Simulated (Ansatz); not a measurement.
# Al3Cu: the cost of one run

Computed with Ansatz 0.2.0 (DFT PBEsol, scalar-relativistic, plane waves, PAW, unless a step's input says otherwise).

2 further runs of the same task are left out: 2 that didn't finish.

### 1 Starting point

It takes space group Pm-3m (No. 221, cubic). The conventional cell has a = 3.924 Å, b = 3.924 Å, c = 3.924 Å, α = 90.00°, β = 90.00°, γ = 90.00°. Around Al (site symmetry 4/mmm) lie 8 Al at 2.77 Å and 4 Cu at 2.77 Å. Cu (site symmetry m-3m) has 12 Al at 2.77 Å as nearest neighbours.

Structure file:

```cif
data_structure
_symmetry_space_group_name_H-M 'Pm-3m'
_symmetry_Int_Tables_number 221
_cell_length_a 3.9242
_cell_length_b 3.9242
_cell_length_c 3.9242
_cell_angle_alpha 90.000
_cell_angle_beta 90.000
_cell_angle_gamma 90.000
_cell_volume 60.43
loop_
_atom_site_label
_atom_site_type_symbol
_atom_site_symmetry_multiplicity
_atom_site_Wyckoff_symbol
_atom_site_fract_x
_atom_site_fract_y
_atom_site_fract_z
_atom_site_occupancy
Al1 Al 3 c 0.00000 0.50000 0.50000 1
Cu1 Cu 1 a 0.00000 0.00000 0.00000 1
```

The structure comes from the Materials Project (structure only).

### 2 A distortion that keeps the symmetry

What differs from the listed cell: strain xx, yy, zz, yz, xz, xy = +2.9, +2.9, +2.9, +0.0, +0.0, +0.0 %.

Contents of input.yaml:

```yaml
crystal:
  lattice:
    - [4.0383045526, 0.0, 0.0]
    - [0.0, 4.0383045526, 0.0]
    - [0.0, 0.0, 4.0383045526]
  atoms:
    - { symbol: Al, position: [0.0, 0.5, 0.5] }
    - { symbol: Al, position: [0.5, 0.0, 0.5] }
    - { symbol: Al, position: [0.5, 0.5, 0.0] }
    - { symbol: Cu, position: [0.0, 0.0, 0.0] }
basis:
  ecutwfc: 420
kpoints:
  mp_grid: { grid: [12, 12, 12] }
hamiltonian:
  xc: pbesol
scf:
  occupations: { method: gaussian, width: 0.1 }
output:
  forces: true
  stress: true
  eigenvalues: true
```

The run is started by

```
> ansatz run input.yaml --threads 1 --pin off --max-ram 1331MiB --backend cpu --events-out ev --progress --plain --runs-dir out
```

**Question.** How long does this run take on 1 thread of an x86-64 CPU, shared host, and how much memory does it need?

About 2.5 s, with a peak of 0.46 GiB.
